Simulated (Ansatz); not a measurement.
# C4H12ClNO2Si: the cost of one run

Program: Ansatz 0.2.0. Level of theory: RKS PBE0-D4/STO-3G. These are calculated values, not measurements.

### Step 1. The system as given

Bond lengths (14 of 20 bonds, heavy atoms first): Si1–N2 1.820 Å, N2–C3 1.470 Å, N2–C7 1.470 Å, Si1–O11 1.680 Å, O11–C12 1.420 Å, Si1–O16 1.679 Å, O16–C17 1.420 Å, Si1–Cl21 2.128 Å, C3–H4 1.110 Å, C3–H5 1.110 Å, C3–H6 1.110 Å, C7–H8 1.110 Å, C7–H9 1.110 Å, C7–H10 1.110 Å. Angles (14 of 35 angles, heavy atoms first): Si1–N2–C3 120.0°, Si1–N2–C7 120.0°, C3–N2–C7 120.0°, N2–Si1–O11 109.4°, N2–Si1–O16 109.5°, N2–Si1–Cl21 109.5°, O11–Si1–O16 109.5°, O11–Si1–Cl21 109.5°, O16–Si1–Cl21 109.5°, Si1–O11–C12 125.0°, Si1–O16–C17 125.0°, N2–C3–H4 109.5°, N2–C3–H5 109.5°, N2–C3–H6 109.5°.

As a file:

```xyz
21

Si    0.0000    0.0000    0.0000
N     0.0000    0.0000    1.8200
C    -1.2162   -0.3762    2.5550
H    -1.8642   -0.9999    1.9045
H    -0.9378   -0.9533    3.4614
H    -1.7663    0.5401    2.8549
C     1.2162    0.3762    2.5550
H     1.4641   -0.4163    3.2916
H     2.0585    0.4943    1.8418
H     1.0457    1.3351    3.0874
O     1.5842    0.0000   -0.5594
C     2.3503   -1.1632   -0.8360
H     1.7187   -1.9052   -1.3675
H     3.2179   -0.8926   -1.4733
H     2.7141   -1.6023    0.1163
O    -0.7913    1.3709   -0.5594
C    -2.1512    1.4177   -0.9653
H    -2.7687    0.8215   -0.2614
H    -2.5023    2.4707   -0.9639
H    -2.2473    0.9975   -1.9882
Cl   -1.0032   -1.7381   -0.7093
```

### Step 2. Relaxing the start

File input.yaml:

```yaml
crystal:
  periodic: [false, false, false]
  atoms:
    - { symbol: Si, position_ang: [0.0, 0.0, 0.0] }
    - { symbol: "N", position_ang: [0.0, 0.0, 1.82] }
    - { symbol: C, position_ang: [-1.2162, -0.3762, 2.555] }
    - { symbol: H, position_ang: [-1.8642, -0.9999, 1.9045] }
    - { symbol: H, position_ang: [-0.9378, -0.9533, 3.4614] }
    - { symbol: H, position_ang: [-1.7663, 0.5401, 2.8549] }
    - { symbol: C, position_ang: [1.2162, 0.3762, 2.555] }
    - { symbol: H, position_ang: [1.4641, -0.4163, 3.2916] }
    - { symbol: H, position_ang: [2.0585, 0.4943, 1.8418] }
    - { symbol: H, position_ang: [1.0457, 1.3351, 3.0874] }
    - { symbol: O, position_ang: [1.5842, 0.0, -0.5594] }
    - { symbol: C, position_ang: [2.3503, -1.1632, -0.836] }
    - { symbol: H, position_ang: [1.7187, -1.9052, -1.3675] }
    - { symbol: H, position_ang: [3.2179, -0.8926, -1.4733] }
    - { symbol: H, position_ang: [2.7141, -1.6023, 0.1163] }
    - { symbol: O, position_ang: [-0.7913, 1.3709, -0.5594] }
    - { symbol: C, position_ang: [-2.1512, 1.4177, -0.9653] }
    - { symbol: H, position_ang: [-2.7687, 0.8215, -0.2614] }
    - { symbol: H, position_ang: [-2.5023, 2.4707, -0.9639] }
    - { symbol: H, position_ang: [-2.2473, 0.9975, -1.9882] }
    - { symbol: Cl, position_ang: [-1.0032, -1.7381, -0.7093] }
basis:
  gaussian: { orbitals: STO-3G }
hamiltonian:
  xc: pbe0
  dispersion: d4
relax:
  f_tol: 0.02
  max_steps: 40
output:
  orbitals: {}
```

Command:

```
> ansatz run input.yaml --threads 1 --pin off --max-ram 2048MiB --backend cpu --events-out ev --progress --plain --runs-dir out
```

**Question.** How long does this run take on 1 thread of AMD EPYC 9R45 (Zen 5), shared host, and how much memory does it need?

About 58 s, with a peak of 0.23 GiB.
